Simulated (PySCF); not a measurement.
**The bond of RbAl, level by level**

Aim: find the lowest electronic state of RbAl, scan its bond at several levels of theory, and get bond length, wavenumber and dissociation energy from each curve.

Program: PySCF 2.14.0. Level of theory: Rb def2-SVPD with ECP28, Al def2-SVPD, scalar-relativistic core potentials. These are calculated values, not measurements.

**1. Set-up**

The job is set up so:

```yaml
atoms: Rb, Al
charge: 0
basis: Rb def2-SVPD with ECP28, Al def2-SVPD
Hamiltonian: scalar-relativistic core potentials
basis_functions: 51
electrons_treated: 22
masses_in_u: 84.9118, 26.9815
levels: PBE0, PBE, r²SCAN, revPBE, MN15, B97-3, LC-ωPBE, HF, MP2, SCS-MP2, CCSD, CCSD(T)
grid: 80 radial by 434 angular points
occupations: held fixed by the projection of orbital angular momentum
dissociation_limit: Rb + Al, each in its ground configuration
starting_distance_in_angstrom: 3.255
values_of_2S_to_try: 0, 2
```

On the command line:

```sh
OMP_NUM_THREADS=1 python dia.py task.json out
```

The runs that follow: First curve: PBE0; Excited determinants; PBE (GGA); r²SCAN; revPBE (GGA); MN15 (hybrid meta-GGA); B97-3; LC-ωPBE; UHF (mean field); Correlated methods on the Hartree–Fock reference.

Q: Predict the outcome of this session. Wanted: for each run, Re; ωe; De; μ.

**Answer**, as computed:

Lowest PBE0 solution found, without spin–orbit coupling: ³Π (triplet), unpaired electrons σ ↑, π ↑. State 2 has its PBE0 minimum 0.15 eV higher, as a spin-mixed determinant (⟨S²⟩ = 1.01), so this is no gap between pure states. State 3 has its PBE0 minimum 0.16 eV higher. State 4 has its PBE0 minimum 0.48 eV higher. The other levels ran on the lowest alone.

```
      level  Re (Å)  ωe (cm⁻¹)  De (eV)  μ (D)
        UHF   3.706      107.8    0.177  -9.03
    UHF-MP2   3.618      113.4    0.386    n/a
UHF-SCS-MP2   3.631      111.6    0.314    n/a
   UHF-CCSD   3.625      113.6    0.384    n/a
UHF-CCSD(T)   3.617      115.6    0.421    n/a
        PBE   3.576      118.0     0.68  -6.48
     revPBE   3.624      114.0     0.63  -6.85
     r²SCAN   3.588      121.8     0.72  -7.63
       PBE0   3.561      122.8     0.63  -7.40
      B97-3   3.587      120.3     0.55  -7.11
       MN15   3.579      117.9     0.67  -6.15
    LC-ωPBE   3.510      138.8     0.61  -9.98
```

De is counted to Rb + Al in their ground configurations. A positive dipole means Rb(−)Al(+).

What this shows: The methods spread over 0.196 Å in bond length, from LC-ωPBE to UHF. CCSD(T) can't serve as the judge here: for a weak bond in this basis it is far from its limit. Of the levels with a De here, UHF gives the least (0.177 eV) and r²SCAN the most (0.72 eV).

Correlated steps freeze 5 core orbitals. Spin–orbit coupling is left out.
